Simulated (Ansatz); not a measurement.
A first try at a conversion between chain and input file of Mg₂VCr₃S₈, space group R-3m, using Ansatz's Python interface.

Script `convert_mg2vcr3s8.py`:
```python
# -*- coding: utf-8 -*-
"""Chain to YAML and back, for Mg2VCr3S8."""

from pathlib import Path

import ansatz as az


def main():
    lattice = az.Lattice.of(
        (3.61944, 2.08968, 5.90068),
        (-3.61944, 2.08968, 5.90068),
        (0.0, -4.17937, 5.90068),
    )
    sites = [
        ("Mg", (0.8752, 0.8752, 0.8752), 0.0),
        ("Mg", (0.1248, 0.1248, 0.1248), 0.0),
        ("V", (0.5, 0.5, 0.5), 1.5),
        ("Cr", (0.5, 0.5, 0.0), -3),
        ("Cr", (0.0, 0.5, 0.5), 3),
        ("Cr", (0.5, 0.0, 0.5), -3),
        ("S", (0.73681, 0.73681, 0.73681), 0.0),
        ("S", (0.26225, 0.26225, 0.71159), 0.0),
        ("S", (0.26225, 0.71159, 0.26225), 0.0),
        ("S", (0.71159, 0.26225, 0.26225), 0.0),
        ("S", (0.73775, 0.28841, 0.73775), 0.0),
        ("S", (0.28841, 0.73775, 0.73775), 0.0),
        ("S", (0.26319, 0.26319, 0.26319), 0.0),
        ("S", (0.73775, 0.73775, 0.28841), 0.0),
    ]
    cell = az.Crystal(lattice=lattice)
    for symbol, position, moment in sites:
        cell = cell.atom(symbol, position, moment=moment or None)

    setup = (
        cell.calculation()
        .functional("gga")
        .basis(510)  # plane waves up to this kinetic energy
        .kpoints(5, 5, 5)  # sampling of the Brillouin zone
        .occupations("fermi_dirac", width=50 * az.meV)  # the run then minimises F = E - TS
        .spin(az.SpinTreatment.COLLINEAR)
        .phonons("fd", supercell=2, temperatures=(0, 800, 100))
    )
    Path("written.yaml").write_text(setup.to_yaml())
    back = az.Calculation.from_yaml("written.yaml")
    print(back.to_python())
    print("same input:", back.to_yaml() == setup.to_yaml())


if __name__ == "__main__":
    main()
```

```console
$ python convert_mg2vcr3s8.py
Traceback (most recent call last):
  File "convert_mg2vcr3s8.py", line 51, in <module>
    main()
    ~~~~^^
  File "convert_mg2vcr3s8.py", line 37, in main
    .functional("gga")
     ~~~~~~~~~~^^^^^^^
  ...
ansatz.errors.InputError: .functional('gga'): not one of lda, pbe, pbesol, rpbe, revpbe, blyp, pbe0, revpbe0, b3lyp, b3lyp5, hse06, wpbeh, hiss, lc_wpbe, cam_b3lyp, hf, r2scan, r2scanh, r2scan0, r2scan50, mr2scan, a composition, a text  [hamiltonian.xc]
```
(Library frames cut from the traceback.)

Find the fault and give the corrected script.

The fault: the functional's name isn't one that the program knows. The correction:

```diff
--- before
+++ after
@@ -36,3 +36,3 @@
         cell.calculation()
-        .functional("gga")
+        .functional("pbe")
         .basis(510)  # plane waves up to this kinetic energy
```

The mended script runs so:

Running `python convert_mg2vcr3s8.py` prints:
```text
(
    az.Lattice.of(((3.61944, 2.08968, 5.90068), (-3.61944, 2.08968, 5.90068), (0.0, -4.17937, 5.90068)))
    .atom("Mg", (0.8752, 0.8752, 0.8752))
    .atom("Mg", (0.1248, 0.1248, 0.1248))
    .atom("V", (0.5, 0.5, 0.5), moment=1.5)
    .atom("Cr", (0.5, 0.5, 0.0), moment=-3.0)
    .atom("Cr", (0.0, 0.5, 0.5), moment=3.0)
    .atom("Cr", (0.5, 0.0, 0.5), moment=-3.0)
    .atom("S", (0.73681, 0.73681, 0.73681))
    .atom("S", (0.26225, 0.26225, 0.71159))
    .atom("S", (0.26225, 0.71159, 0.26225))
    .atom("S", (0.71159, 0.26225, 0.26225))
    .atom("S", (0.73775, 0.28841, 0.73775))
    .atom("S", (0.28841, 0.73775, 0.73775))
    .atom("S", (0.26319, 0.26319, 0.26319))
    .atom("S", (0.73775, 0.73775, 0.28841))
    .calculation()
    .basis(cutoff=510.0)
    .kpoints(5, 5, 5)
    .functional("pbe")
    .spin("collinear")
    .occupations(method="fermi_dirac", width=0.05)
    .phonons(method="fd", supercell=(2, 2, 2), temperatures=(0.0, 800.0, 100.0))
)

same input: True
```

It writes `written.yaml`:
```yaml
crystal:
  lattice:
    - [3.61944, 2.08968, 5.90068]
    - [-3.61944, 2.08968, 5.90068]
    - [0.0, -4.17937, 5.90068]
  atoms:
    - { symbol: Mg, position: [0.8752, 0.8752, 0.8752] }
    - { symbol: Mg, position: [0.1248, 0.1248, 0.1248] }
    - { symbol: V, position: [0.5, 0.5, 0.5], spin: 1.5 }
    - { symbol: Cr, position: [0.5, 0.5, 0.0], spin: -3.0 }
    - { symbol: Cr, position: [0.0, 0.5, 0.5], spin: 3.0 }
    - { symbol: Cr, position: [0.5, 0.0, 0.5], spin: -3.0 }
    - { symbol: S, position: [0.73681, 0.73681, 0.73681] }
    - { symbol: S, position: [0.26225, 0.26225, 0.71159] }
    - { symbol: S, position: [0.26225, 0.71159, 0.26225] }
    - { symbol: S, position: [0.71159, 0.26225, 0.26225] }
    - { symbol: S, position: [0.73775, 0.28841, 0.73775] }
    - { symbol: S, position: [0.28841, 0.73775, 0.73775] }
    - { symbol: S, position: [0.26319, 0.26319, 0.26319] }
    - { symbol: S, position: [0.73775, 0.73775, 0.28841] }
basis:
  ecutwfc: 510.0
kpoints:
  mp_grid:
    grid: [5, 5, 5]
hamiltonian:
  xc: pbe
magnetization:
  spin_polarized: true
scf:
  occupations:
    method: fermi_dirac
    width: 0.05
phonons:
  method: fd
  supercell: [2, 2, 2]
  temperatures:
    t_min: 0.0
    t_max: 800.0
    t_step: 100.0
```

The input is only written out: it wasn't run, and its settings aren't tested. The structure comes from a database and needn't be a stable phase.
